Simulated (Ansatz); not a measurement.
# Tl3Sb2Mo: the cost of one run

Program: Ansatz 0.2.0. Level of theory: DFT PBE, scalar-relativistic, plane waves, PAW. These are calculated values, not measurements.

### Step 1. The starting structure

Symmetry: R-3m, No. 166, trigonal system. The conventional cell has a = 6.497 Å, b = 6.497 Å, c = 15.251 Å, α = 90.00°, β = 90.00°, γ = 120.00°. Tl (site symmetry 2/m) has 2 Sb at 3.01 Å and 2 Mo at 3.25 Å and 4 Tl at 3.25 Å as nearest neighbours. Sb (site symmetry 3m) has 1 Mo at 2.73 Å and 3 Tl at 3.01 Å as nearest neighbours. Mo (site symmetry -3m) is surrounded by 2 Sb at 2.73 Å.

As a file:

```
CELL_PARAMETERS angstrom
3.24867 1.87562 5.08352
-3.24867 1.87562 5.08352
0.00000 -3.75124 5.08352
ATOMIC_POSITIONS crystal
Tl 0.50000 0.50000 0.00000
Tl 0.00000 0.50000 0.50000
Tl 0.50000 0.00000 0.50000
Sb 0.82096 0.82096 0.82096
Sb 0.17904 0.17904 0.17904
Mo 0.00000 0.00000 0.00000
```

Recipe of the guess: random cell by space group and Wyckoff sites (R-3m, No. 166). Its size is a rough estimate.

### Step 2. The guess as it stands, on a coarse mesh

The input, input.yaml:

```yaml
crystal:
  lattice:
    - [3.24866662, 1.87561855, 5.08351824]
    - [-3.24866662, 1.87561855, 5.08351824]
    - [0.0, -3.7512371, 5.08351824]
  atoms:
    - { symbol: Tl, position: [0.5, 0.5, 0.0] }
    - { symbol: Tl, position: [0.0, 0.5, 0.5] }
    - { symbol: Tl, position: [0.5, 0.0, 0.5] }
    - { symbol: Sb, position: [0.82095723, 0.82095723, 0.82095723] }
    - { symbol: Sb, position: [0.17904277, 0.17904277, 0.17904277] }
    - { symbol: Mo, position: [0.0, 0.0, 0.0] }
basis:
  ecutwfc: 420
kpoints:
  mp_grid: { grid: [3, 3, 3] }
hamiltonian:
  xc: pbe
scf:
  occupations: { method: gaussian, width: 0.1 }
  lower_state_search: "off"
output:
  forces: true
  stress: true
  eigenvalues: true
```

Started as:

```
$ ansatz run input.yaml --threads 1 --pin off --max-ram 2560MiB --backend cpu --events-out ev --progress --plain --runs-dir out
```

**Question.** How long does this run take on 1 thread of Arm Neoverse V2, shared host, and how much memory does it need?

About 3.1 s, with a peak of 0.45 GiB.
